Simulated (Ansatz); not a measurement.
Runs of Ansatz 0.2.0 on WAu. The structure is cubic, space group F-43m (No. 216). Conventional cell: a = 5.818 Å, b = 5.818 Å, c = 5.818 Å, α = 90.00°, β = 90.00°, γ = 90.00°. Around W (site symmetry -43m) lie 4 Au at 2.52 Å. Au (site symmetry -43m) is surrounded by 4 W at 2.52 Å. The cell was built by a generator and needn't be a form met in nature.

```csv
task,level,spin,cell,cutoff (eV),points for each segment of the path,gap on the mesh (eV),pressure (GPa)
band structure,HSEsol,off,as given,420,4,none,-6.9
single point,PBEsol0,off,as given,420,-,none,(a)
single point,B3LYP,off,as given,420,-,none,1.8
single point,r2SCAN0,off,as given,500,-,none,-5.8
relaxation of cell and atoms,HF,off,relaxed,420,-,none,0.0
single point,HF,off,as given,420,-,none,(b)
single point,HSE06,"SOC, no magnetisation",as given,420,-,none,-3.8
band structure,HSE06,off,as given,420,4,none,-3.9
```

Alike in all rows: potentials or basis Ansatz PAW; k mesh 4 × 4 × 4; smearing fermi-dirac 0.05 eV; the mesh is coarse, so values aren't converged.

Problem. Fill in the values left out.

Solution. (a) -7.3; (b) 5.7.

Caveats: all runs use coarse meshes; the PAW data sets come from PBE, with cores solved anew for the run's functional, which leaves a small shift of forces and pressure; the thresholds are loose for stress (some runs); spin-orbit coupling is left out, which moves the levels of the heavy elements (some runs); the plane-wave basis is chosen anew once the cell has moved, so the energies of steps on either side of that aren't comparable (some runs).

A k mesh can miss the band edges, and rows without SOC leave out spin-orbit coupling on Au, W.

A gap of «none» marks a metal or a gap under the smearing width.
